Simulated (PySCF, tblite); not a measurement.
# C6H6F+: geometry, infrared bands and NMR shifts

Wanted: the infrared bands and NMR shifts of C6H6F+ (`C=C(F)C[c+]1cc1`), by calculation.

Programs: tblite 0.8.0 and PySCF 2.14.0, with density-fitted response routines of our own. Each step states its level of theory. These are calculated values for one molecule in the gas phase, unless marked as measured. Atoms count from 0, in the outputs and in this text.

## Step 1: The starting structure

13 atoms, charge 1, multiplicity 1; geometry from: force field or distance geometry start.

Bonds of the start (Å): C0–C1 1.33, C1–F2 1.39, C1–C3 1.49, C3–C4 1.49, C4–C5 1.37, C5–C6 1.39, C6–C4 1.39, C0–H7 1.09, C0–H8 1.10, C3–H9 1.12, C3–H10 1.11, C5–H11 1.09, C6–H12 1.08.

## Step 2: Relaxing the molecule with GFN2-xTB

Job settings and geometry (Å):

```
{"job": {"kind": "relax", "xc": "GFN2-xTB", "basis": "xTB"}, "charge": 1, "multiplicity": 1}
C     -2.145100     0.737900     0.406900
C     -1.290800    -0.273100     0.323900
F     -1.300600    -1.308700     1.247900
C     -0.289900    -0.253600    -0.781300
C      1.101200    -0.253600    -0.251600
C      2.274200    -0.829300     0.166800
C      2.163200     0.553400     0.136600
H     -2.903500     0.801200     1.192600
H     -2.124400     1.556000    -0.322400
H     -0.512500    -1.169800    -1.392900
H     -0.456900     0.607600    -1.453500
H      2.889500    -1.695600     0.389000
H      2.591000     1.528100     0.320300
```

Started as:

```console
OMP_NUM_THREADS=1 python probes_run.py task.json out
```

This one command runs all jobs of the session in turn.

Output:

```text
step      E/eV     max force
  0    -544.88562    2.413
  1    -545.06353    1.278
  2    -545.10474    1.460
  3    -545.14382    0.791
  4    -545.17140    0.420
  5    -545.18480    0.334
  6    -545.19219    0.259
  7    -545.19895    0.252
  8    -545.20726    0.243
  9    -545.21257    0.243
 10    -545.21876    0.246
 11    -545.22475    0.228
 12    -545.23068    0.213
 13    -545.23549    0.216
 14    -545.23941    0.148
 15    -545.24275    0.153
 16    -545.24530    0.115
 17    -545.24685    0.109
 18    -545.24783    0.082
 19    -545.24870    0.088
 20    -545.24973    0.114
 21    -545.25082    0.120
 22    -545.25178    0.095
 23    -545.25262    0.075
 24    -545.25360    0.088
 25    -545.25481    0.126
 26    -545.25614    0.125
 27    -545.25735    0.090
 28    -545.25844    0.081
 29    -545.25957    0.092
 30    -545.26071    0.112
 31    -545.26161    0.082
 32    -545.26222    0.079
 33    -545.26278    0.073
 34    -545.26344    0.093
 35    -545.26410    0.087
 36    -545.26456    0.049
 37    -545.26482    0.040
 38    -545.26503    0.042
 39    -545.26526    0.048
 40    -545.26547    0.048
 41    -545.26561    0.040
 42    -545.26570    0.033
 43    -545.26581    0.035
 44    -545.26595    0.041
 45    -545.26611    0.032
 46    -545.26623    0.022
 47    -545.26631    0.019
 48    -545.26636    0.022
 49    -545.26642    0.022
 50    -545.26648    0.023
 51    -545.26653    0.029
 52    -545.26659    0.031
 53    -545.26668    0.027
 54    -545.26682    0.046
 55    -545.26701    0.048
 56    -545.26721    0.037
 57    -545.26740    0.050
 58    -545.26765    0.055
 59    -545.26806    0.086
 60    -545.26867    0.109
 61    -545.26931    0.103
 62    -545.26988    0.091
 63    -545.27028    0.062
 64    -545.27066    0.069
 65    -545.27099    0.084
 66    -545.27137    0.048
 67    -545.27164    0.041
 68    -545.27198    0.057
 69    -545.27220    0.061
 70    -545.27254    0.043
 71    -545.27270    0.034
 72    -545.27278    0.019
 73    -545.27283    0.014
 74    -545.27286    0.016
 75    -545.27287    0.014
 76    -545.27289    0.011
 77    -545.27291    0.009
```

Wall time 0.26 s (1 thread of Arm Neoverse V2, shared host).

Along the way: (not every step is listed)

| step | energy from step 0 (eV) | largest force (eV/Å) |
| --- | --- | --- |
| 0 | 0.0000 | 2.4132 |
| 1 | -0.1779 | 1.2783 |
| 2 | -0.2191 | 1.4595 |
| 3 | -0.2582 | 0.7905 |
| 4 | -0.2858 | 0.4204 |
| 5 | -0.2992 | 0.3342 |
| 6 | -0.3066 | 0.2588 |
| 7 | -0.3133 | 0.2517 |
| 8 | -0.3216 | 0.2428 |
| 14 | -0.3538 | 0.1483 |
| 20 | -0.3641 | 0.1136 |
| 26 | -0.3705 | 0.1255 |
| 32 | -0.3766 | 0.0791 |
| 38 | -0.3794 | 0.0425 |
| 44 | -0.3803 | 0.0411 |
| 50 | -0.3809 | 0.0226 |
| 56 | -0.3816 | 0.0373 |
| 62 | -0.3843 | 0.0908 |
| 68 | -0.3864 | 0.0565 |
| 72 | -0.3872 | 0.0192 |
| 73 | -0.3872 | 0.0140 |
| 74 | -0.3872 | 0.0164 |
| 75 | -0.3872 | 0.0139 |
| 76 | -0.3873 | 0.0112 |
| 77 | -0.3873 | 0.0091 |

Distances of close pairs at the start and the end, largest changes first:

| bond | before (Å) | after (Å) | change (Å) |
| --- | --- | --- | --- |
| C3–C4 | 1.489 | 1.434 | -0.055 |
| C1–F2 | 1.388 | 1.338 | -0.050 |
| C1–C3 | 1.491 | 1.539 | +0.048 |
| C3–H9 | 1.124 | 1.095 | -0.029 |
| C4–C5 | 1.372 | 1.396 | +0.024 |
| C5–C6 | 1.387 | 1.364 | -0.024 |
| C0–H8 | 1.096 | 1.074 | -0.023 |
| C5–H11 | 1.086 | 1.069 | -0.016 |

The final coordinates are the input of the step that follows.

## Step 3: Vibrational analysis with GFN2-xTB

Job settings and geometry (Å):

```
{"job": {"kind": "ir", "xc": "GFN2-xTB", "basis": "xTB"}, "charge": 1, "multiplicity": 1}
C     -2.083322     0.721617     0.518291
C     -1.208079    -0.218538     0.239555
F     -1.054529    -1.309334     0.999291
C     -0.254801    -0.244420    -0.968652
C      1.051874    -0.167465    -0.383806
C      2.065025    -0.774052     0.360933
C      2.151919     0.556450     0.073498
H     -2.748951     0.608548     1.358299
H     -2.194126     1.600242    -0.088624
H     -0.407478    -1.201687    -1.478369
H     -0.476991     0.595100    -1.626035
H      2.470243    -1.645725     0.828847
H      2.684827     1.479750     0.149046
```

Output:

```text
mode    cm-1     km/mol
  1      42.2      2.09
  2      55.7      1.92
  3     102.2     12.94
  4     312.9      1.09
  5     370.0      2.69
  6     402.0      0.33
  7     447.2     22.56
  8     545.1      1.58
  9     707.5     15.37
 10     797.1     30.24
 11     820.2     29.66
 12     825.1      5.20
 13     845.8     18.79
 14     884.0      2.20
 15     903.4     52.97
 16     916.4     28.66
 17     921.3     48.29
 18     946.7     14.28
 19    1076.2     17.98
 20    1137.5    303.09
 21    1182.3      7.27
 22    1208.3     30.31
 23    1343.7      5.01
 24    1356.9    133.42
 25    1407.8     98.32
 26    1714.1     87.77
 27    1812.8    115.40
 28    2952.9     20.04
 29    3024.7      3.59
 30    3112.7     39.40
 31    3163.1     91.44
 32    3166.2      3.68
 33    3193.1     97.21
```

Wall time 0.21 s (1 thread of Arm Neoverse V2, shared host).

The strongest bands and the atoms that carry them (share of the mass-weighted mode):

| cm⁻¹ | km/mol | atoms |
| --- | --- | --- |
| 903 | 53.0 | H7 35 %, H8 34 %, C0 20 % |
| 1138 | 303.1 | C1 48 %, C3 14 %, F2 11 % |
| 1357 | 133.4 | C5 21 %, C6 21 %, C4 20 %, H10 18 % |
| 1408 | 98.3 | H10 29 %, H9 29 %, C3 17 % |
| 1714 | 87.8 | C1 55 %, C0 39 % |
| 1813 | 115.4 | C4 49 %, C6 20 %, C5 20 % |
| 3163 | 91.4 | H11 50 %, H12 41 % |
| 3193 | 97.2 | H12 49 %, H11 39 % |

## Step 4: Shielding tensors: PBE0/pcSseg-1

The job, as its differences from that of step 3:

```diff
@@ -1,2 +1,2 @@
-{"job": {"kind": "ir", "xc": "GFN2-xTB", "basis": "xTB"}, "charge": 1, "multiplicity": 1}
+{"job": {"kind": "nmr", "xc": "PBE0", "basis": "pcSseg-1"}, "charge": 1, "multiplicity": 1}
 C     -2.083322     0.721617     0.518291
```

Level: GIAO PBE0/pcSseg-1 NMR shielding, non-relativistic, gas phase.

Output:

```text
coarse grid: 11328 points
cycle   1  E = -331.1699128401  dE =  1.464e+00  |g| = 5.309e-01  |ddm| = 3.274e+00
cycle   2  E = -331.1151718360  dE =  5.474e-02  |g| = 7.597e-01  |ddm| = 1.119e+00
cycle   3  E = -331.2313763093  dE = -1.162e-01  |g| = 8.549e-02  |ddm| = 5.695e-01
cycle   4  E = -331.2327955492  dE = -1.419e-03  |g| = 4.815e-02  |ddm| = 1.208e-01
cycle   5  E = -331.2333204225  dE = -5.249e-04  |g| = 9.345e-03  |ddm| = 4.332e-02
cycle   6  E = -331.2333336458  dE = -1.322e-05  |g| = 4.085e-03  |ddm| = 1.007e-02
cycle   7  E = -331.2333373905  dE = -3.745e-06  |g| = 4.348e-04  |ddm| = 3.580e-03
final grid: 111088 points
cycle   8  E = -331.2828970676  dE = -3.268e-05  |g| = 6.774e-03  |ddm| = 2.921e-02
cycle   9  E = -331.2828940168  dE =  3.051e-06  |g| = 8.318e-03  |ddm| = 1.167e-02
cycle  10  E = -331.2829078916  dE = -1.387e-05  |g| = 1.438e-03  |ddm| = 6.551e-03
cycle  11  E = -331.2829082585  dE = -3.669e-07  |g| = 1.116e-04  |ddm| = 1.186e-03
cycle  12  E = -331.2829082602  dE = -1.681e-09  |g| = 5.853e-05  |ddm| = 1.281e-04
cycle  13  E = -331.2829082609  dE = -7.648e-10  |g| = 1.791e-05  |ddm| = 5.976e-05
converged SCF energy = -331.2829082609

GIAO shielding tensors (ppm)
atom      isotropic    diamagn.    paramagn.     s11        s22        s33       span
  0 C       72.417     256.406    -183.990    -33.624     92.890    157.984    191.609
  1 C       30.050     254.097    -224.046    -66.003     67.201     88.952    154.956
  2 F      269.863     476.462    -206.600    194.792    281.808    332.987    138.195
  3 C      148.928     248.379     -99.451    124.913    142.176    179.695     54.782
  4 C       -7.148     250.130    -257.278   -156.355    -66.385    201.295    357.650
  5 C        6.050     255.071    -249.021   -112.340    -71.166    201.658    313.998
  6 C        8.906     254.128    -245.222   -112.617    -60.674    200.009    312.626
  7 H       25.675      27.876      -2.201     22.784     24.013     30.228      7.444
  8 H       25.980      30.309      -4.329     23.131     25.102     29.708      6.578
  9 H       26.615      26.501       0.113     23.730     24.656     31.458      7.728
 10 H       27.015      28.827      -1.812     24.019     25.391     31.636      7.617
 11 H       21.187      30.542      -9.355     17.703     21.944     23.914      6.211
 12 H       21.328      30.394      -9.067     18.408     22.012     23.562      5.154
```

Run time: 12 s. Hardware: 1 thread of Arm Neoverse V2, shared host; peak memory 0.71 GiB.

Shifts follow as δ = σ(reference) − σ, with reference shieldings (ppm) from runs at the same level and on the same kind of geometry: 1H TMS 31.72, 13C TMS 186.9, 19F CFCl3 170.9. The references are single molecules in the gas phase, so shifts against H2O, NH3, PH3, H3PO4 or CFCl3 are not on the usual liquid scales and can be off by tens of ppm. Atoms listed in one row are averaged.

| atoms | σ (ppm) | δ (ppm) |
| --- | --- | --- |
| C4 | -7.1 | 194.1 |
| C5, C6 | 7.5 | 179.4 |
| C1 | 30.1 | 156.9 |
| C0 | 72.4 | 114.5 |
| C3 | 148.9 | 38.0 |
| H11, H12 | 21.26 | 10.46 |
| H7 | 25.68 | 6.04 |
| H8 | 25.98 | 5.74 |
| H9, H10 | 26.82 | 4.90 |
| F2 | 269.9 | -98.9 |

Charges from the same density, by scheme (e):

| atoms | Mulliken | IAO | Hirshfeld | ESP fit |
| --- | --- | --- | --- | --- |
| C0 | -0.13 | -0.33 | -0.08 | -0.55 |
| C1 | 0.09 | 0.29 | 0.10 | 0.37 |
| F2 | -0.25 | -0.26 | -0.06 | -0.17 |
| C3 | -0.12 | -0.31 | -0.04 | -0.44 |
| C4 | 0.08 | 0.21 | 0.15 | 0.28 |
| C5, C6 | 0.12 | 0.04 | 0.13 | 0.02 |

Mayer bond orders: C0–C1 1.91, C1–F2 0.96, C1–C3 0.97, C3–C4 1.09, C4–C5 1.15, C5–C6 1.28, C6–C4 1.17.

Ring of atoms C4, C5, C6: NICS(0) -23.2, NICS(1) -14.2, NICS(1)zz -26.0 ppm (means of both faces).

In rings of three or four atoms NICS is ruled by the nearby σ bonds, so it says little on aromaticity.

## Step 5: What came out

| quantity | value |
| --- | --- |
| strongest single infrared mode (GFN2-xTB) | 1138 cm⁻¹, 303 km/mol |
| zero-point energy (GFN2-xTB) | 59.6 kcal/mol |
| 13C shifts against TMS (PBE0/pcSseg-1, means over atoms taken as alike) | 194.1, 179.4, 156.9, 114.5, 38.0 ppm |
| 1H shifts against TMS (PBE0/pcSseg-1, means over atoms taken as alike) | 10.46, 6.04, 5.74, 4.90 ppm |
| 19F shifts against CFCl3 (PBE0/pcSseg-1) | -98.9 ppm |

**Reading.** Relaxing lowered the energy by 0.387 eV in 77 steps; the close pair that moved most is C3–C4, from 1.489 to 1.434 Å. No mode is imaginary among the 33: a minimum at this level. The strongest single mode, at 1138 cm⁻¹, has its largest shares on C1, C3 and F2 (the list is cut at 3 atoms). Unscaled tight-binding wavenumbers are off by several per cent, some by more. Its intensities can rank the bands wrongly. At PBE0/pcSseg-1: The largest span, 358 ppm, is at C4, where the paramagnetic term is -257 ppm.
